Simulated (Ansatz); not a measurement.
## CH₅As, SMILES C[AsH2]: vertical and adiabatic energies of changing the electron count

Program: Ansatz 0.2.0, Python API.

`ch5as.xyz`
```text
7

C    -0.01360   -0.77930   -0.22340
As    0.74360    0.81140    0.67040
H    -0.29830   -1.53080    0.49430
H     0.71150   -1.10710   -1.00980
H    -1.01100   -0.43640   -0.73630
H    -0.61420    1.23440    1.32500
H     0.54320    1.73980   -0.56580
```

`ch5as.py`:
```python
# -*- coding: utf-8 -*-
'''How CH5As relaxes after losing an electron.'''

import itertools

import ansatz as az
from ase.data import atomic_numbers, covalent_radii
import numpy as np

BASIS = 'def2-SVP'
XC = 'pbe0'
VDW = 'd3bj'
CHARGE = 1


def main():
    ch5as = az.Crystal.molecule_from_extxyz('ch5as.xyz')

    job = (
        ch5as.calculation()
        .basis(gaussian=BASIS)
        .functional(XC, dispersion=VDW)
    )
    symbols = [site.symbol for site in ch5as.cartesian_sites]
    start = np.array([site.position_ang for site in ch5as.cartesian_sites], dtype=float)
    summary = job.relax(force_tolerance=0.01).run(threads=1, pin='off').report
    end = np.array(summary['positions_ang'])

    minimum = az.Crystal.molecule()
    for symbol, place in zip(symbols, end):
        minimum = minimum.atom(symbol, place.tolist())
    ion = (
        minimum.calculation()
        .basis(gaussian=BASIS)
        .functional(XC, dispersion=VDW)
        .charge(CHARGE)
        .spin('collinear', total=1)
    )
    vertical = ion.run(threads=1, pin='off').report
    settled = ion.relax(force_tolerance=0.01, max_steps=80).run(threads=1, pin='off').report
    print(f'vertical ionisation energy   {vertical["free_energy_ev"] - summary["free_energy_ev"]:.3f} eV')
    print(f'adiabatic, no zero point     {settled["free_energy_ev"] - summary["free_energy_ev"]:.3f} eV')
    print(f'relaxation energy of the ion {vertical["free_energy_ev"] - settled["free_energy_ev"]:.3f} eV')
    ionised = np.array(settled['positions_ang'])
    # pairs closer than 1.2 times the sum of covalent radii, before or after
    radius = [covalent_radii[atomic_numbers[s]] for s in symbols]
    span = lambda where, i, j: np.linalg.norm(where[i] - where[j])
    bonded = [(i, j) for i, j in itertools.combinations(range(len(symbols)), 2) if min(span(end, i, j), span(ionised, i, j)) < 1.2 * (radius[i] + radius[j])]
    print('pair        before    after (A)')
    for i, j in bonded:
        print(f'{symbols[i]}{i}-{symbols[j]}{j}'.ljust(10), f'{span(end, i, j):8.4f} {span(ionised, i, j):8.4f}')


if __name__ == '__main__':
    main()
```

Running `python ch5as.py` prints:
```text
vertical ionisation energy   9.588 eV
adiabatic, no zero point     8.873 eV
relaxation energy of the ion 0.716 eV
pair        before    after (A)
C0-As1       1.9729   1.9083
C0-H2        1.0991   1.0989
C0-H3        1.0991   1.0989
C0-H4        1.0973   1.1047
As1-H5       1.5267   1.5029
As1-H6       1.5267   1.5029
```

The energies are electronic: no zero-point or thermal terms, and the basis set is short of its limit. The product may relax into another structure. Each relaxation finds its nearest minimum, which needn't be the lowest. Run time: 37 s on 1 thread of Arm Neoverse V2, on a shared host, peak memory 0.25 GiB.
